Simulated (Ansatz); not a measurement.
# Ge2Sb2Te: the cost of one run

Computed with Ansatz 0.2.0 (DFT PBE, scalar-relativistic, plane waves, PAW, unless a step's input says otherwise).

1 further run of the same task is left out (it didn't finish).

### 1 Starting point

It takes space group P4/mbm (No. 127, tetragonal). The conventional cell has a = 8.101 Å, b = 8.101 Å, c = 4.275 Å, α = 90.00°, β = 90.00°, γ = 90.00°. Ge (site symmetry m2m) is surrounded by 1 Ge at 2.98 Å and 6 Sb at 3.11 to 3.27 Å and 2 Te at 3.18 Å. Sb (site symmetry m2m) is surrounded by 6 Ge at 3.11 to 3.27 Å. Te (site symmetry 4/m) is surrounded by 4 Ge at 3.18 Å.

Structure file:

```cif
data_structure
_symmetry_space_group_name_H-M 'P4/mbm'
_symmetry_Int_Tables_number 127
_cell_length_a 8.1010
_cell_length_b 8.1010
_cell_length_c 4.2748
_cell_angle_alpha 90.000
_cell_angle_beta 90.000
_cell_angle_gamma 90.000
_cell_volume 280.54
loop_
_atom_site_label
_atom_site_type_symbol
_atom_site_symmetry_multiplicity
_atom_site_Wyckoff_symbol
_atom_site_fract_x
_atom_site_fract_y
_atom_site_fract_z
_atom_site_occupancy
Ge1 Ge 4 g 0.36986 0.13014 0.00000 1
Sb1 Sb 4 h 0.67300 0.17300 0.50000 1
Te1 Te 2 a 0.50000 0.50000 0.00000 1
```

The cell is invented: species swapped into a database cell of Nd2InRh2 (P4/mbm, No. 127), with Sb on the Nd sites, Te on the In sites and Ge on the Rh sites. Its size is a rough estimate.

### 2 The guess as it stands, on a coarse mesh

The input, input.yaml:

```yaml
crystal:
  lattice:
    - [8.10103964, 0.0, 0.0]
    - [0.0, 8.10103964, 0.0]
    - [0.0, 0.0, 4.27476589]
  atoms:
    - { symbol: Ge, position: [0.369862, 0.130138, 0.0] }
    - { symbol: Ge, position: [0.130138, 0.630138, 0.0] }
    - { symbol: Ge, position: [0.869862, 0.369862, 0.0] }
    - { symbol: Ge, position: [0.630138, 0.869862, 0.0] }
    - { symbol: Sb, position: [0.67300499, 0.17300499, 0.5] }
    - { symbol: Sb, position: [0.32699501, 0.82699501, 0.5] }
    - { symbol: Sb, position: [0.82699501, 0.67300499, 0.5] }
    - { symbol: Sb, position: [0.17300499, 0.32699501, 0.5] }
    - { symbol: Te, position: [0.5, 0.5, 0.0] }
    - { symbol: Te, position: [0.0, 0.0, 0.0] }
basis:
  ecutwfc: 420
kpoints:
  mp_grid: { grid: [2, 2, 4] }
hamiltonian:
  xc: pbe
scf:
  occupations: { method: gaussian, width: 0.1 }
  lower_state_search: "off"
output:
  forces: true
  stress: true
  eigenvalues: true
```

Launch:

```console
> ansatz run input.yaml --threads 1 --pin off --max-ram 2560MiB --backend cpu --events-out ev --progress --plain --runs-dir out
```

Q: Estimate wall time and peak memory on 1 thread of AMD EPYC (Zen 3), shared host.

About 33 s, with a peak of 0.65 GiB.
